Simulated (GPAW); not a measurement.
A run of GPAW 26.7.0 is set up as follows.

run.py

```python
from ase import Atoms
from ase.dft.bandgap import bandgap
from ase.io import write
from ase.units import Bohr, GPa
from gpaw import GPAW, PW, setup_paths
from gpaw.elf import elf_from_dft_calculation

setup_paths.insert(0, '.')

atoms = Atoms(['Mo', 'Co', 'Co', 'Co'],
              cell=[[3.5626663367, 0.0, 0.0],
                    [0.0, 3.5626663367, 0.0],
                    [0.0, 0.0, 3.5626663367]],
              scaled_positions=[[0.0, 0.0, 0.0],
                                [0.0, 0.5, 0.5],
                                [0.5, 0.0, 0.5],
                                [0.5, 0.5, 0.0]],
              pbc=True)
atoms.set_initial_magnetic_moments([1.0, 2.0, 2.0, 2.0])

calc = GPAW(mode=PW(600),
            xc='PBEsol',
            kpts={'size': (8, 8, 8), 'gamma': True},
            occupations={'name': 'fermi-dirac', 'width': 0.05},
            nbands=40,
            convergence={'density': 1e-05, 'energy': 1e-05},
            maxiter=150,
            txt='gpaw.txt')
atoms.calc = calc
energy = atoms.get_potential_energy()
forces = atoms.get_forces()
stress = atoms.get_stress()
calc.write('gs.gpw')
write('result.traj', atoms)
print(f'Energy: {energy:.6f} eV')
print('Forces (eV/A):')
print(forces.round(4))
print('Stress (GPa):', (stress / GPa).round(3))
print('Moments:', calc.get_magnetic_moments().round(3))
print('Fermi level:', round(calc.get_fermi_level(), 4), 'eV')
print(f'Gap: {bandgap(calc)[0]:.4f} eV, direct: {bandgap(calc, direct=True)[0]:.4f} eV')

# fields on the real-space grid
write('density.cube', atoms, data=calc.get_pseudo_density() * Bohr**3)
write('potential.cube', atoms, data=calc.get_electrostatic_potential())
write('spin.cube', atoms, data=(calc.get_pseudo_density(spin=0) - calc.get_pseudo_density(spin=1)) * Bohr**3)
write('elf.cube', atoms, data=elf_from_dft_calculation(calc).data)
```

Potentials or basis: PAW data sets generated in the run's folder for this functional, pw.

Run with:

```console
$ gpaw-setup -f PBEsol Co Mo
$ OMP_NUM_THREADS=1 python run.py
```

(1) What does it give for the band gap on the k mesh?

(2) Estimate the site moments.

(3) Estimate the net moment.

(4) What does it give for the pressure?

## Answers

(1) none (metal or under the smearing width).

(2) Mo -0.09; Co +0.21 μB.

(3) 0.49 μB per cell.

(4) -4.7 GPa.
